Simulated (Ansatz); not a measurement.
# Cl3H2HfO: the cost of one run

Program: Ansatz 0.2.0. Level of theory: UHF/def2-SVP. These are calculated values, not measurements.

### 1 Starting point

Bond lengths: Hf1–Cl2 2.770 Å, Hf1–Cl3 2.520 Å, Hf1–O4 2.069 Å, O4–H5 1.010 Å, Hf1–Cl6 2.518 Å. Angles: Cl2–Hf1–Cl3 109.5°, Cl2–Hf1–O4 109.5°, Cl2–Hf1–Cl6 109.5°, Cl3–Hf1–O4 109.5°, Cl3–Hf1–Cl6 109.5°, O4–Hf1–Cl6 109.5°, Hf1–O4–H5 109.5°.

As a file:

```xyz
7

Hf    0.0000    0.0000    0.0000
Cl    0.0000    0.0000    2.7700
Cl    2.3764    0.0000   -0.8392
O    -0.9750    1.6891   -0.6893
H    -1.9328    1.4584   -0.9117
Cl   -1.1869   -2.0563   -0.8392
H     0.0000    0.0000    4.4400
```

### 2 Pulling towards end A

Springs on the bonds that form and break draw the guess towards this end; the thresholds are loose.

input.yaml reads:

```yaml
crystal:
  periodic: [false, false, false]
  atoms:
    - { symbol: Hf, position_ang: [0.0, 0.0, 0.0] }
    - { symbol: Cl, position_ang: [0.0, 0.0, 2.77] }
    - { symbol: Cl, position_ang: [2.3764, 0.0, -0.8392] }
    - { symbol: O, position_ang: [-0.975, 1.6891, -0.6893] }
    - { symbol: H, position_ang: [-1.9328, 1.4584, -0.9117] }
    - { symbol: Cl, position_ang: [-1.1869, -2.0563, -0.8392] }
    - { symbol: H, position_ang: [0.0, 0.0, 4.44] }
magnetization:
  spin_polarized: true
  initial_magnetization: 1
basis:
  gaussian: { orbitals: def2-SVP }
hamiltonian:
  xc: hf
relax:
  f_tol: 0.15
  max_steps: 25
  restrain:
    - { distance: [1, 6], at: 2.57, k: 30.0 }
    - { distance: [0, 1], at: 2.52, k: 30.0 }
output:
  orbitals: {}
```

Run with:

```bash
> ansatz run input.yaml --threads 4 --pin off --max-ram 5120MiB --backend cpu --events-out ev --progress --plain --runs-dir out
```

What time and memory should one allow on 4 threads of Intel Xeon Platinum 8259CL at 2.50GHz (Skylake/Cascade Lake), shared host?

About 28 s, with a peak of 0.36 GiB.
